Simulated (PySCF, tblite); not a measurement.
# C5H11B2ClO: geometry, infrared bands and NMR shifts

Wanted: the infrared bands and NMR shifts of C5H11B2ClO (`C=C(C)B(Cl)OB(C)C`), by calculation.

Computed with tblite 0.8.0 and PySCF 2.14.0, with density-fitted response routines of our own, on a single molecule in the gas phase. Atoms are numbered from 0 throughout.

### Step 1. The molecule as given

20 atoms, charge 0, multiplicity 1; geometry from: force field or distance geometry start.

Bonds of the start (Å): C0–C1 1.35, C1–C2 1.50, C1–B3 1.56, B3–Cl4 1.86, B3–O5 1.44, O5–B6 1.45, B6–C7 1.61, B6–C8 1.60, C0–H9 1.08, C0–H10 1.09, C2–H11 1.12, C2–H12 1.09, C2–H13 1.10, C7–H14 1.11, C7–H15 1.12, C7–H16 1.10, C8–H17 1.09, C8–H18 1.13, C8–H19 1.10.

### Step 2. Optimising the geometry with GFN2-xTB

What the job is given:

```
{"job": {"kind": "relax", "xc": "GFN2-xTB", "basis": "xTB"}, "charge": 0, "multiplicity": 1}
C      2.721300    -1.330300     0.159200
C      1.902500    -0.376600    -0.328200
C      2.381200     1.026000    -0.130800
B      0.558500    -0.729200    -1.037100
Cl     0.674300    -2.089200    -2.298200
O     -0.544900     0.177800    -1.187100
B     -1.475400     0.221500    -0.071200
C     -2.195500     1.645700     0.120000
C     -2.394900    -1.035500     0.303500
H      3.622500    -0.991300     0.641400
H      2.492300    -2.390100     0.090900
H      1.515400     1.670600    -0.442000
H      3.267500     1.145800    -0.750400
H      2.645900     1.146300     0.933600
H     -2.981100     1.629700     0.902600
H     -2.778200     1.794100    -0.829400
H     -1.452700     2.442100     0.251300
H     -1.833700    -1.875400     0.723200
H     -3.130500    -0.700900     1.091600
H     -2.999700    -1.370600    -0.555600
```

The run is started by

```sh
OMP_NUM_THREADS=1 python probes_run.py task.json out
```

This one command runs all jobs of the session in turn.

**Question.** This job is followed by: GFN2-xTB harmonic vibrations, gas phase; GIAO PBE0/pcSseg-1 NMR shielding, non-relativistic, gas phase. Predict these results of the whole session: strongest single infrared mode (GFN2-xTB); zero-point energy (GFN2-xTB); ¹³C shifts against TMS (PBE0/pcSseg-1, means over atoms taken as alike); ¹H shifts against TMS (PBE0/pcSseg-1, means over atoms taken as alike); ¹¹B shifts against BF3·OEt2 (PBE0/pcSseg-1); ³⁵Cl shifts against HCl (PBE0/pcSseg-1); ¹⁷O shifts against H2O (PBE0/pcSseg-1).

The runs gave:

| quantity | value |
| --- | --- |
| strongest single infrared mode (GFN2-xTB) | 1546 cm⁻¹, 772 km/mol |
| zero-point energy (GFN2-xTB) | 97.7 kcal/mol |
| ¹³C shifts against TMS (PBE0/pcSseg-1, means over atoms taken as alike) | 148.5, 145.5, 25.0, 9.0 ppm |
| ¹H shifts against TMS (PBE0/pcSseg-1, means over atoms taken as alike) | 6.51, 6.41, 1.93, 0.56 ppm |
| ¹¹B shifts against BF3·OEt2 (PBE0/pcSseg-1) | 48.6, 29.9 ppm |
| ³⁵Cl shifts against HCl (PBE0/pcSseg-1) | 120 ppm |
| ¹⁷O shifts against H2O (PBE0/pcSseg-1) | 285.6 ppm |

**Reading.** The optimisation took 186 steps and gained 1.719 eV; among the close pairs (by a distance rule), O5–B6 changed most, from 1.454 to 1.315 Å. No mode is imaginary among the 54: a minimum at this level. The strongest single mode, at 1546 cm⁻¹, has its largest shares on O5, B3 and B6 (the list is cut at 3 atoms). Unscaled tight-binding wavenumbers are off by several per cent, some by more. Its intensities can rank the bands wrongly. C1 (fully substituted alkene carbon) lies farthest downfield among carbon, at 148.5 ppm; the olefinic region. At PBE0/pcSseg-1: The widest tensor belongs to Cl4: span 337 ppm, with a paramagnetic part of -320 ppm.
